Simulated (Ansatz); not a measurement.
**C₂H₃Cl₃Sn: small, medium and large basis sets**

Aim: see how fast density functionals converge with the basis set for C₂H₃Cl₃Sn.

The runs use Ansatz 0.2.0, Gaussian basis; one geometry, several basis sets.

The runs, in order: PBE0-D4/def2-SVP; ωB97M-V/def2-SVP; PBE0-D4/def2-QZVPP; ωB97M-V/def2-QZVPP; the functionals' def2-TZVPP values are taken from earlier runs.

### Step 1. The relaxed structure

The geometry comes from an earlier relaxation with PBE0-D4 in a triple-zeta def2 set; it is a stationary point, not always the lowest conformer. Sn takes the def2 core potential; no spin-orbit term is included.

SMILES `C=[CH][Sn]([Cl])([Cl])[Cl]`, 9 atoms, charge 0, spin multiplicity 1.

Atoms are counted from 1 here; the program's logs count them from 0.

Bond lengths: C1–C2 1.325 Å, C1–H7 1.086 Å, C1–H8 1.087 Å, C2–Sn3 2.102 Å, C2–H9 1.085 Å, Sn3–Cl4 2.307 Å, Sn3–Cl5 2.310 Å, Sn3–Cl6 2.307 Å. Angles: C2–C1–H7 122.5°, C2–C1–H8 121.0°, H7–C1–H8 116.4°, C1–C2–Sn3 120.5°, C1–C2–H9 122.0°, Sn3–C2–H9 117.5°, C2–Sn3–Cl4 113.2°, C2–Sn3–Cl5 109.2°, C2–Sn3–Cl6 113.2°, Cl4–Sn3–Cl5 107.5°, Cl4–Sn3–Cl6 105.8°, Cl5–Sn3–Cl6 107.5°.

### Step 2. PBE0-D4 in def2-SVP

Contents of in.yaml:

```yaml
crystal:
  periodic: [false, false, false]
  atoms:
    - {symbol: C, position_ang: [0.187787, -1.689751, 0.296106]}
    - {symbol: C, position_ang: [-0.373435, -0.554101, 0.683342]}
    - {symbol: Sn, position_ang: [-0.009468, 1.229300, -0.368187]}
    - {symbol: Cl, position_ang: [-1.922004, 2.171281, -1.250069]}
    - {symbol: Cl, position_ang: [1.426223, 0.797077, -2.125337]}
    - {symbol: Cl, position_ang: [0.958405, 2.870389, 0.932870]}
    - {symbol: H, position_ang: [0.848004, -1.751457, -0.563576]}
    - {symbol: H, position_ang: [0.005108, -2.616595, 0.833506]}
    - {symbol: H, position_ang: [-1.032120, -0.502542, 1.544446]}
basis:
  gaussian: {orbitals: def2-SVP}
hamiltonian: {xc: pbe0, dispersion: d4}
output: {orbitals: {seedname: orbitals}}
```

The run is started by

```bash
ansatz run in.yaml --threads 4 --pin off --events-out ev --progress --plain --max-ram 11315MiB
```

The runs that follow: ωB97M-V in def2-SVP; PBE0-D4 in def2-QZVPP; ωB97M-V in def2-QZVPP.

**Question.** What will the summary of the whole plan be? Wanted: PBE0-D4: double and triple zeta above quadruple; ωB97M-V: double and triple zeta above quadruple.

As calculated:

| quantity | value |
| --- | --- |
| PBE0-D4: double and triple zeta above quadruple | 16.93, 1.28 eV |
| ωB97M-V: double and triple zeta above quadruple | 16.84, 1.22 eV |

In words: For PBE0-D4 the step from double to triple zeta gains 15.64 eV and the next only 1.28 eV. These are total energies; as a rule much of such shifts cancels in differences, which this series doesn't test.
